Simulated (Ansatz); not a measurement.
**LiY3 under changes of volume**

One of the cells (29.769 Å³/atom); the others are scaled copies at fixed shape and fractional positions:

```
CELL_PARAMETERS angstrom
4.91971 0.00000 0.00000
0.00000 4.91971 0.00000
0.00000 0.00000 4.91971
ATOMIC_POSITIONS crystal
Y 0.00000 0.50000 0.50000
Y 0.50000 0.00000 0.50000
Y 0.50000 0.50000 0.00000
Li 0.00000 0.00000 0.00000
```

The cell comes from a database or a generator and needn't be the stable form of this composition.

- Program: Ansatz 0.2.0
- Functional: PBE
- Potentials or basis: Ansatz PAW
- Cutoff: 420 eV (not typed: the program's choice for these potentials)
- k mesh: 6 × 6 × 6
- Occupations: fermi-dirac, width 0.05 eV
- Spin: no spin polarisation

| volume (Å³/atom) | energy over the lowest point (meV/atom) | pressure (GPa) |
| --- | --- | --- |
| 27.982 | 10.66 | 2.2 |
| 28.578 | ? | ? |
| 29.173 | 0.94 | 0.7 |
| 29.769 | 0.00 | 0.0 |
| 30.364 | 1.38 | -0.6 |
| 30.959 | 4.90 | -1.1 |
| 31.555 | 10.36 | -1.6 |

Problem. What does the run at 28.578 Å³/atom give?

Solution. Energy over the lowest point 4.41 meV/atom; pressure 1.4 GPa.

Worked out: A Birch-Murnaghan fit of order 3 (a polynomial in V^(-2/3)) to the other rows has its minimum at 29.70 Å³/atom with B0 = V·E''(V) = 31 GPa and B' = 3.4. It gives 4.41 meV/atom at 28.578 Å³/atom, against the run's 4.41, and -dE/dV = 1.3 GPa, against 1.4.

Energies are extrapolated to zero smearing.
